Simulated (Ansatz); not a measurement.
This script drives the Python package of Ansatz (0.2.0).

Script `ch8sesi2_opt.py`:
```python
# -*- coding: utf-8 -*-
"""Geometry optimisation of CH8SeSi2."""

from dataclasses import dataclass
import itertools
import warnings

import ansatz as az
from ase.data import atomic_numbers, covalent_radii
import numpy as np


@dataclass(frozen=True)
class RunConfig:
    basis_set: str = "def2-SVP"
    functional: str = "b3lyp"
    vdw: str = "d3bj"


opts = RunConfig()

GEOMETRY = """
Si   -0.44540    1.58940    0.06050
C    -0.21900   -0.01460    0.88590
Si    0.93280   -1.05050   -0.13490
Se    0.08350   -1.60440   -2.11850
H    -1.09080    1.41260   -1.29460
H    -1.40360    2.46470    0.86620
H     0.81770    2.33660   -0.09510
H     0.25630    0.17800    1.88660
H    -1.17880   -0.52760    1.03090
H     2.21040   -0.30120   -0.33610
H     1.26630   -2.28070    0.64470
H    -1.15240   -2.25740   -1.36160
"""


def main():
    warnings.simplefilter("ignore", az.DeckWarning)

    molecule = az.Crystal.molecule()
    for line in GEOMETRY.strip().splitlines():
        symbol, *xyz = line.split()
        molecule = molecule.atom(symbol, [float(v) for v in xyz])

    calc = (
        molecule.calculation()
        .basis(gaussian=opts.basis_set)
        .functional(opts.functional, dispersion=opts.vdw)
    )
    symbols = [site.symbol for site in molecule.cartesian_sites]
    start = np.array([site.position_ang for site in molecule.cartesian_sites], dtype=float)
    data = calc.relax(force_tolerance=0.005).run(threads=1, backend="cpu").report
    end = np.array(data["positions_ang"])

    for key in ("converged", "free_energy_ev", "reference_energy_ev", "n_frozen", "n_occupied", "n_virtual"):
        print(f"{key:22s} {data[key]}")

    # pairs closer than 1.2 times the sum of covalent radii, before or after
    radius = [covalent_radii[atomic_numbers[s]] for s in symbols]
    span = lambda where, i, j: np.linalg.norm(where[i] - where[j])
    bonded = [(i, j) for i, j in itertools.combinations(range(len(symbols)), 2) if min(span(start, i, j), span(end, i, j)) < 1.2 * (radius[i] + radius[j])]
    print("pair        before    after (A)")
    for i, j in bonded:
        print(f"{symbols[i]}{i}-{symbols[j]}{j}".ljust(10), f"{span(start, i, j):8.4f} {span(end, i, j):8.4f}")


if __name__ == "__main__":
    main()
```

It is started by `python ch8sesi2_opt.py`. Estimate its wall time and peak memory on 1 thread of Intel(R) Xeon(R) 6975P-C (Granite Rapids), on a shared host.

It took about 90 s, with a peak of 0.39 GiB, for 1 run of the engine.

```console
$ python ch8sesi2_opt.py
converged              True
free_energy_ev         -82262.1607424798
reference_energy_ev    -82261.56167616682
n_frozen               0
n_occupied             [38, 38]
n_virtual              [84, 84]
pair        before    after (A)
Si0-C1       1.8181   1.8938
Si0-H4       1.5113   1.4884
Si0-H5       1.5276   1.4936
Si0-H6       1.4758   1.4918
C1-Si2       1.8552   1.8817
C1-H7        1.1245   1.1052
C1-H8        1.0979   1.1039
Si2-Se3      2.2277   2.3064
Si2-H9       1.4947   1.4894
Si2-H10      1.4941   1.4914
Se3-H11      1.5896   1.4771
```

What to keep in mind:
- Total energies depend on the basis set; only differences at equal settings carry meaning.
- The end point is the stationary point reached from this start; no frequency run checks that it is a minimum, and the basis set is modest.
- Total less reference energy is the dispersion correction.
- b3lyp holds the VWN-RPA fit, as in Gaussian; the form of ORCA and Turbomole is b3lyp5.

(A comment or docstring line of the script was reworded after the run, the code is as it ran; lines on the test bed's own set-up are left out of the output.)
